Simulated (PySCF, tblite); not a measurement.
# C₇H₇+: geometry, infrared bands and NMR shifts

Wanted: the infrared bands and NMR shifts of C₇H₇+ (`C=Cc1c[c+]1C=C`), by calculation.

Programs: tblite 0.8.0 and PySCF 2.14.0, with density-fitted response routines of our own. Each step states its level of theory. These are calculated values for one molecule in the gas phase, unless marked as measured. Atoms count from 0, in the outputs and in this text.

## 1. The starting structure

14 atoms, charge 1, multiplicity 1; geometry from: force field or distance geometry start.

Bonds of the start (Å): C0–C1 1.33, C1–C2 1.44, C2–C3 1.39, C3–C4 1.38, C4–C5 1.47, C5–C6 1.32, C4–C2 1.39, C0–H7 1.08, C0–H8 1.07, C1–H9 1.09, C3–H10 1.08, C5–H11 1.10, C6–H12 1.10, C6–H13 1.07.

## 2. Relaxing the molecule with GFN2-xTB

The job: settings as JSON, then the geometry in Å.

```
{"job": {"kind": "relax", "xc": "GFN2-xTB", "basis": "xTB"}, "charge": 1, "multiplicity": 1}
C      2.591900    -0.841400    -0.160400
C      2.172600     0.243300     0.483900
C      0.764000     0.562400     0.494600
C     -0.283400     1.390600     0.865200
C     -0.535400     0.269900     0.103800
C     -1.570600    -0.508400    -0.583500
C     -2.848400    -0.179300    -0.566800
H      3.620200    -1.152900    -0.207900
H      1.858400    -1.440100    -0.668800
H      2.872400     0.872000     1.027700
H     -0.611300     2.262400     1.407200
H     -1.219100    -1.402800    -1.117600
H     -3.227800     0.699500    -0.025800
H     -3.584200    -0.775700    -1.073700
```

Command:

```
$ OMP_NUM_THREADS=1 python probes_run.py task.json out
```

This one command runs all jobs of the session in turn.

**Question.** This job is followed by: GFN2-xTB harmonic vibrations, gas phase; GIAO PBE0/pcSseg-1 NMR shielding, non-relativistic, gas phase. Predict these results of the whole session: strongest single infrared mode (GFN2-xTB); zero-point energy (GFN2-xTB); ¹³C shifts against TMS (PBE0/pcSseg-1); ¹H shifts against TMS (PBE0/pcSseg-1).

**Answer**, as computed:

```
                                 quantity                                                value
strongest single infrared mode (GFN2-xTB)                                1460 cm⁻¹, 508 km/mol
             zero-point energy (GFN2-xTB)                                        67.9 kcal/mol
   ¹³C shifts against TMS (PBE0/pcSseg-1)  178.5, 176.7, 167.4, 165.5, 157.8, 123.2, 122.0 ppm
    ¹H shifts against TMS (PBE0/pcSseg-1)         9.56, 8.33, 8.30, 8.28, 8.12, 7.74, 7.72 ppm
```

The optimisation took 30 steps and gained 0.158 eV; among the close pairs (by a distance rule), C4–C5 changed most, from 1.466 to 1.407 Å. No mode is imaginary among the 36: a minimum at this level. The strongest single mode, at 1460 cm⁻¹, is spread over many atoms; the largest shares are those of C4, C2. GFN2-xTB is a fitted tight-binding method: band positions and strengths are rough. Its intensities can rank the bands wrongly.
